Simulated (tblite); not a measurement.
# C5H8O2Se: the cost of one run

Programs: tblite 0.8.0 and PySCF 2.14.0, with density-fitted response routines of our own. Each step states its level of theory. These are calculated values for one molecule in the gas phase, unless marked as measured. Atoms count from 0, in the outputs and in this text.

**1. The starting structure**

16 atoms, charge 1, multiplicity 2; geometry from: force field or distance geometry start.

Bonds of the start (Å): C0–C1 1.34, C1–C2 1.49, C2–Se3 1.95, Se3–C4 1.93, C1–O5 1.40, O5–C6 1.40, C6–O7 1.25, C0–H8 1.08, C0–H9 1.10, C2–H10 1.11, C2–H11 1.11, C4–H12 1.11, C4–H13 1.10, C4–H14 1.11, C6–H15 1.07.

**2. Geometry optimisation with GFN2-xTB**

The job: settings as JSON, then the geometry in Å.

```
{"job": {"kind": "relax", "xc": "GFN2-xTB", "basis": "xTB"}, "charge": 1, "multiplicity": 2}
C      1.130700    -0.375900     2.184600
C      1.088200    -0.152600     0.860900
C     -0.115600     0.477100     0.255800
Se    -1.469700    -0.873800    -0.143200
C     -2.685200     0.426900    -0.900700
O      2.216400    -0.526800     0.116400
C      2.272100    -0.705200    -1.272600
O      1.233700    -0.798000    -1.962100
H      1.996700    -0.827900     2.646800
H      0.277900    -0.110100     2.820800
H     -0.566200     1.224800     0.949000
H      0.144700     1.027100    -0.669600
H     -2.210300     0.917300    -1.772400
H     -2.939600     1.194900    -0.152200
H     -3.613500    -0.075300    -1.237400
H      3.232200    -0.813400    -1.735600
```

The run is started by

```console
OMP_NUM_THREADS=1 python probes_run.py task.json out
```

This one command runs all jobs of the session in turn.

Q: Estimate the wall time and peak memory of this first job on 1 thread of Arm Neoverse N1, shared host.

About 1.4 s, with a peak of 0.18 GiB.
